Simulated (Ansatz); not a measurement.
# C6H15BiO2: up Jacob's ladder to CCSD(T)

The task here is to estimate one member of a computed series from the others.

The runs use Ansatz 0.2.0, Gaussian basis; functionals in def2-TZVPP, the program's frozen cores in correlated methods.

The runs, in order: LDA (SPW92), PBE-D4, revPBE-D4, BLYP-D4, r2SCAN-D4, B97M-V, PBE0-D4, B3LYP-D4, r2SCANh-D4, r2SCAN0-D4, HSE06-D4, BHLYP-D4, CAM-B3LYP-D4, LC-ωPBE, ωB97X-V, ωB97M-V, B2PLYP, PBE-QIDH; CCSD(T)/def2-SVP; CCSD(T)/def2-TZVPP; MP2/def2-QZVPP; extrapolation to the limit.

## The geometry

An earlier PBE0-D4 in a triple-zeta def2 set relaxation fixed the geometry. Bi takes the def2 core potential; no spin-orbit term is included.

SMILES `C[O][Bi]([CH3])[O]C(C)(C)C`, 24 atoms, charge 0, spin multiplicity 1.

Atoms are counted from 1 here; the program's logs count them from 0.

Bond lengths: C1–O2 1.400 Å, C1–H10 1.102 Å, C1–H11 1.098 Å, C1–H12 1.096 Å, O2–Bi3 2.073 Å, Bi3–C4 2.216 Å, Bi3–O5 2.074 Å, C4–H13 1.090 Å, C4–H14 1.090 Å, C4–H15 1.089 Å, O5–C6 1.415 Å, C6–C7 1.523 Å, C6–C8 1.524 Å, C6–C9 1.525 Å, C7–H16 1.093 Å, C7–H17 1.092 Å, C7–H18 1.092 Å, C8–H19 1.096 Å and more. Angles: O2–C1–H10 113.5°, O2–C1–H11 111.8°, O2–C1–H12 108.9°, H10–C1–H11 107.5°, H10–C1–H12 107.1°, H11–C1–H12 107.8°, C1–O2–Bi3 120.3°, O2–Bi3–C4 89.5°, O2–Bi3–O5 98.9°, C4–Bi3–O5 87.5°, Bi3–C4–H13 105.5°, Bi3–C4–H14 111.2°, Bi3–C4–H15 108.3°, H13–C4–H14 110.4°, H13–C4–H15 110.5°, H14–C4–H15 110.8°, Bi3–O5–C6 123.6°, O5–C6–C7 105.4° and more.

The first run:

in.yaml reads:

```yaml
crystal:
  periodic: [false, false, false]
  atoms:
    - {symbol: C, position_ang: [2.116446, 0.910197, -2.267995]}
    - {symbol: O, position_ang: [0.784763, 0.517996, -2.445515]}
    - {symbol: Bi, position_ang: [-0.702878, 1.289785, -1.225493]}
    - {symbol: C, position_ang: [-2.228481, 0.311609, -2.500744]}
    - {symbol: O, position_ang: [-0.904012, -0.306972, 0.083302]}
    - {symbol: C, position_ang: [-0.201199, -0.409443, 1.307515]}
    - {symbol: C, position_ang: [-0.576497, -1.771309, 1.878036]}
    - {symbol: C, position_ang: [1.303256, -0.343520, 1.071973]}
    - {symbol: C, position_ang: [-0.635219, 0.694548, 2.266523]}
    - {symbol: H, position_ang: [2.224806, 1.930894, -1.867972]}
    - {symbol: H, position_ang: [2.654469, 0.232517, -1.592266]}
    - {symbol: H, position_ang: [2.624799, 0.889669, -3.238430]}
    - {symbol: H, position_ang: [-1.703430, -0.491062, -3.018010]}
    - {symbol: H, position_ang: [-2.651016, 1.014333, -3.218802]}
    - {symbol: H, position_ang: [-3.004819, -0.094652, -1.853613]}
    - {symbol: H, position_ang: [-0.086480, -1.945312, 2.839456]}
    - {symbol: H, position_ang: [-0.279315, -2.559612, 1.183966]}
    - {symbol: H, position_ang: [-1.657343, -1.830937, 2.019704]}
    - {symbol: H, position_ang: [1.599573, 0.644171, 0.701708]}
    - {symbol: H, position_ang: [1.859245, -0.525836, 1.994932]}
    - {symbol: H, position_ang: [1.597676, -1.088926, 0.330654]}
    - {symbol: H, position_ang: [-0.152448, 0.588840, 3.241275]}
    - {symbol: H, position_ang: [-1.717499, 0.661596, 2.410386]}
    - {symbol: H, position_ang: [-0.369500, 1.681225, 1.872709]}
basis:
  gaussian: {orbitals: def2-TZVPP}
hamiltonian: {xc: lda}
output: {orbitals: {seedname: orbitals}}
```

Among the steps run: LDA; PBE-D4 (GGA); revPBE-D4 (GGA); BLYP-D4 (GGA); r2SCAN-D4 (meta-GGA); B97M-V (meta-GGA); PBE0-D4 (hybrid); B3LYP-D4 (hybrid); r2SCANh-D4 (hybrid); r2SCAN0-D4 (hybrid); HSE06-D4 (hybrid); BHLYP-D4 (hybrid); CAM-B3LYP-D4 (range-separated); LC-ωPBE (range-separated); ωB97X-V (range-separated); ωB97M-V (range-separated); B2PLYP (double hybrid); PBE-QIDH (double hybrid).

One of the session's tables, all rows but one given; the rest of the session is left out.

It belongs to the step «Frontier levels by functional». 

| functional | HOMO (eV) | gap (eV) |
| --- | --- | --- |
| LDA (SPW92) | ? | ? |
| PBE-D4 | -5.61 | 4.24 |
| revPBE-D4 | -5.53 | 4.28 |
| BLYP-D4 | -5.50 | 4.21 |
| r2SCAN-D4 | -5.86 | 4.72 |
| B97M-V | -5.92 | 4.64 |
| PBE0-D4 | -6.83 | 6.20 |
| B3LYP-D4 | -6.65 | 5.77 |
| r2SCANh-D4 | -6.33 | 5.45 |
| r2SCAN0-D4 | -7.02 | 6.52 |
| HSE06-D4 | -6.44 | 5.45 |
| BHLYP-D4 | -7.93 | 8.02 |
| CAM-B3LYP-D4 | -8.12 | 8.36 |
| LC-ωPBE | -9.31 | 10.68 |
| ωB97X-V | -9.04 | 10.25 |
| ωB97M-V | -8.99 | 9.96 |

**Question.** Estimate the row for LDA (SPW92).

The run gave: HOMO (eV): -5.79; gap (eV): 4.16. In the column «HOMO (eV)» it lies between r2SCAN-D4 (-5.86) and PBE-D4 (-5.61).
